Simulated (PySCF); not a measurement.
# [PbI2]2+: a change of charge

How does [PbI2]2+ respond at fixed geometry? The runs cover a change of charge. The species was built from a template and needn't be a known compound.

The runs use PySCF 2.14.0; PBE0, Pb def2-SVP with ECP60, I def2-SVP with ECP28; scalar-relativistic core potentials, no spin–orbit coupling.

1 further run of the same task is left out (for a known fault of the program).

### Step 1. The system as given

3 atoms, charge 2, spin multiplicity 1.

Bond lengths: Pb1–I2 2.642 Å, Pb1–I3 2.642 Å. Angles: I2–Pb1–I3 179.9°.

Geometry (Å):

```
Pb    0.00000    0.00000    0.13045
I     2.64205    0.00000    0.12819
I    -2.64205    0.00000    0.12819
```

Formal oxidation states: Pb +4. An earlier session relaxed this geometry at PBE0, Pb def2-SVP with ECP60, I def2-SVP with ECP28 (singlet, point group D∞h).

Its energy there is -787.568818 Eh.

### Step 2. One electron removed, multiplicity 2

File run.py (the lines that set the calculation):

```python
mol = gto.M(atom='''
Pb     0.00000     0.00000     0.13045
I      2.64205     0.00000     0.12819
I     -2.64205     0.00000     0.12819''',
    basis={'Pb': 'def2-SVP', 'I': 'def2-SVP'},
    ecp={'Pb': 'def2-SVP', 'I': 'def2-SVP'},
    charge=3, spin=1)
mf = dft.UKS(mol, xc='PBE0')
mf.grids.atom_grid = (50, 194)
mf = mf.density_fit()  # fitting sets: Pb def2-universal-JKFIT, I def2-universal-JKFIT
mf.conv_tol = 1e-08; mf.max_cycle = 55
mf.kernel(dm0)  # dm0: the density of the relaxed state
```

The run is started by

```
$ OMP_NUM_THREADS=2 python run.py
```

Standard output:

```text
init E= -787.573385600583
cycle= 1 E= -786.815400649247  delta_E= 0.758  |g|= 0.132  |ddm|= 0.808
  HOMO = -0.879413633104  LUMO = -0.83887773039  gap/eV = 1.10304
cycle= 2 E= -786.823506996359  delta_E= -0.00811  |g|= 0.109  |ddm|= 0.514
  HOMO = -0.858991114983  LUMO = -0.813665178088  gap/eV = 1.23338
cycle= 3 E= -786.829943087763  delta_E= -0.00644  |g|= 0.0357  |ddm|= 0.241
  HOMO = -0.854503071606  LUMO = -0.80985310421  gap/eV = 1.21499
cycle= 4 E= -786.830876918384  delta_E= -0.000934  |g|= 0.011  |ddm|= 0.0806
  HOMO = -0.853523514021  LUMO = -0.807749502174  gap/eV = 1.24557
cycle= 5 E= -786.830873559306  delta_E= 3.36e-06  |g|= 0.0124  |ddm|= 0.0384
  HOMO = -0.853470694642  LUMO = -0.807621621593  gap/eV = 1.24762
cycle= 6 E= -786.831005613166  delta_E= -0.000132  |g|= 0.00512  |ddm|= 0.0311
  HOMO = -0.853408550491  LUMO = -0.807285019726  gap/eV = 1.25509
cycle= 7 E= -786.831038645232  delta_E= -3.3e-05  |g|= 0.000595  |ddm|= 0.0125
  HOMO = -0.853438073596  LUMO = -0.807180057767  gap/eV = 1.25874
cycle= 8 E= -786.831039689701  delta_E= -1.04e-06  |g|= 0.000116  |ddm|= 0.00316
  HOMO = -0.853438217731  LUMO = -0.807154641696  gap/eV = 1.25944
cycle= 9 E= -786.831039737756  delta_E= -4.81e-08  |g|= 3.14e-05  |ddm|= 0.000729
  HOMO = -0.853438142718  LUMO = -0.807154713745  gap/eV = 1.25944
cycle= 10 E= -786.831039740956  delta_E= -3.2e-09  |g|= 1.12e-05  |ddm|= 0.000188
  HOMO = -0.853437997756  LUMO = -0.807154070126  gap/eV = 1.25945
Extra cycle  E= -786.831039741536  delta_E= -5.8e-10  |g|= 1.54e-05  |ddm|= 9.2e-05
converged SCF energy = -786.831039741536  <S^2> = 0.77624213  2S+1 = 2.0260722
```

Run time: 8 s. Hardware: 2 threads of Intel Xeon at 2.50GHz (Skylake/Cascade Lake), shared host.

It gives: E = -786.831040 Eh (+20.076 eV from the relaxed state), HOMO -23.22 eV, LUMO -21.96 eV (over both spins), ⟨S²⟩ = 0.776, Mulliken charge on Pb1 +1.13 e. 

### Step 3. One electron added, multiplicity 2

run.py (the lines that set the calculation), as its differences from that of step 2:

```diff
@@ -6,3 +6,3 @@
     ecp={'Pb': 'def2-SVP', 'I': 'def2-SVP'},
-    charge=3, spin=1)
+    charge=1, spin=1)
 mf = dft.UKS(mol, xc='PBE0')
```

The run is started by

```
$ OMP_NUM_THREADS=2 python run.py
```

Standard output:

```text
init E= -787.573131892002
  HOMO = -0.572268081565  LUMO = -0.567201623132  gap/eV = 0.13787
cycle= 1 E= -788.052726458612  delta_E= -0.48  |g|= 0.136  |ddm|= 1.34
  HOMO = -0.398561334309  LUMO = -0.323604606965  gap/eV = 2.03968
cycle= 2 E= -788.06423148607  delta_E= -0.0115  |g|= 0.0949  |ddm|= 0.571
  HOMO = -0.424842727448  LUMO = -0.347601562654  gap/eV = 2.10184
cycle= 3 E= -788.068518248687  delta_E= -0.00429  |g|= 0.00741  |ddm|= 0.176
  HOMO = -0.429298618605  LUMO = -0.3500488183  gap/eV = 2.15650
cycle= 4 E= -788.068542243972  delta_E= -2.4e-05  |g|= 0.00611  |ddm|= 0.0291
  HOMO = -0.429602788897  LUMO = -0.349911035178  gap/eV = 2.16852
cycle= 5 E= -788.068565101034  delta_E= -2.29e-05  |g|= 0.00256  |ddm|= 0.0145
  HOMO = -0.429704284831  LUMO = -0.349663888818  gap/eV = 2.17801
cycle= 6 E= -788.068570902332  delta_E= -5.8e-06  |g|= 0.000616  |ddm|= 0.00542
  HOMO = -0.429699891077  LUMO = -0.349553750851  gap/eV = 2.18089
cycle= 7 E= -788.068571285375  delta_E= -3.83e-07  |g|= 6.49e-05  |ddm|= 0.00111
  HOMO = -0.429702585556  LUMO = -0.349537043484  gap/eV = 2.18142
cycle= 8 E= -788.068571303644  delta_E= -1.83e-08  |g|= 2.45e-05  |ddm|= 0.000367
  HOMO = -0.429703251518  LUMO = -0.349537405566  gap/eV = 2.18142
cycle= 9 E= -788.068571305006  delta_E= -1.36e-09  |g|= 3.1e-05  |ddm|= 0.000142
  HOMO = -0.429703520283  LUMO = -0.349537885773  gap/eV = 2.18142
Extra cycle  E= -788.068571303095  delta_E= 1.91e-09  |g|= 5.7e-05  |ddm|= 0.000172
converged SCF energy = -788.068571303095  <S^2> = 0.75633514  2S+1 = 2.0063251
```

Run time: 7.2 s. Hardware: 2 threads of Intel Xeon at 2.50GHz (Skylake/Cascade Lake), shared host.

Read off: E = -788.068571 Eh (-13.599 eV from the relaxed state), HOMO -11.69 eV, LUMO -9.51 eV (over both spins), ⟨S²⟩ = 0.756, Mulliken charge on Pb1 +0.79 e. 

### Step 4. The states side by side

| state | energy from the relaxed state (eV) | ⟨S²⟩ | time |
| --- | --- | --- | --- |
| charge +2, singlet, vacuum (relaxed) | 0 | 0.00 |  |
| charge +1, doublet, vacuum | -13.60 | 0.76 | 7.2 s |
| charge +3, doublet, vacuum | 20.08 | 0.78 | 8 s |

An electron taken off or put on is at rest in vacuum. 

Removing an electron vertically costs 20.08 eV (doublet), against −HOMO = 18.18 eV. Adding an electron vertically releases 13.60 eV (doublet). These are double-zeta-type bases without diffuse functions. Spin–orbit coupling is left out.
